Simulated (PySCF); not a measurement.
# CuOBr: triplet, from a linear start

The task is one start of a wider search on CuOBr: the triplet, from a linear start. It is relaxed, tested by its Hessian and followed downhill if it is a saddle.

Program: PySCF 2.14.0. Level of theory: PBE0, basis Cu def2-TZVP, O def2-TZVP, Br def2-TZVP, no relativity, density fitting. These are calculated values, not measurements.

## (1) The system as given

3 atoms, charge 0, spin multiplicity 3.

Bond lengths: Cu1–O2 1.720 Å, Cu1–Br3 2.260 Å. Angles: O2–Cu1–Br3 180.0°.

Z-matrix (Å, degrees; charge 0 multiplicity 3):
```
Cu
O  1 1.7200
Br 1 2.2600 2 180.00
```

## (2) First SCF at the start

One driver script runs all steps and calls PySCF; scf.py shows how it sets up the SCF of each step. The optimiser is the driver's own. After this first run the driver tries any further starts and a stability analysis.

Input file scf.py:

```python
from pyscf import gto, scf, dft
mol = gto.M(atom='''
Cu     0.000000     0.000000     0.000000
O      0.000000     0.000000    -1.720000
Br     0.000000     0.000000     2.260000''',
    basis={'Cu': 'def2-TZVP', 'O': 'def2-TZVP', 'Br': 'def2-TZVP'},
    charge=0, spin=2)
mf = dft.UKS(mol, xc='PBE0')
mf.grids.atom_grid = (50, 194)
aux = {'Cu': 'def2-universal-JKFIT', 'O': 'def2-universal-JKFIT', 'Br': 'def2-universal-JKFIT'}
mf = mf.density_fit(auxbasis=aux)
mf.conv_tol = 1e-08
mf.diis_space = 10
mf.max_cycle = 60
mf.init_guess = 'minao'
mf.verbose = 4
mf.kernel()
```

On the command line:

```sh
OMP_NUM_THREADS=4 python axn.py task.json out
```

After this run come: Relaxing the triplet from the linear start; Frequencies.

What does the calculation give? Wanted: minimum; geometry; wavenumbers; dipole moment; highest occupied, lowest empty level; polar-tensor charge of Cu1; zero-point energy; atomisation energy; ⟨S²⟩.

The runs gave:

| quantity | value |
| --- | --- |
| minimum | triplet, C∞v |
| geometry | Cu–Br 2.189 Å, Cu–O 1.710 Å; Br–Cu–O 180.0° |
| wavenumbers (cm⁻¹) | 108 (π), 302 (σ+), 694 (σ+) |
| dipole moment | 1.07 D |
| highest occupied, lowest empty level (either spin) | -8.35, -5.33 eV |
| polar-tensor charge of Cu1 | +0.43 e |
| zero-point energy | 7.3 kJ/mol |
| entropy at 298.15 K | 292.3 J/(mol K) |
| atomisation energy (no zero-point energy) | 522 kJ/mol |
| ⟨S²⟩ | 2.020 |

**Reading.** The molecule stays C∞v, as typed, and the end point is a minimum. The strongest infrared band lies at 302 cm⁻¹ (σ+, stretch). Most of the spin sits on O2 (Mulliken spin 1.45, against 2 for the whole molecule). Other starts or spin states, not run here, may lie lower. Open d and f shells are described by one determinant, and the ground state may have another occupation or spin.
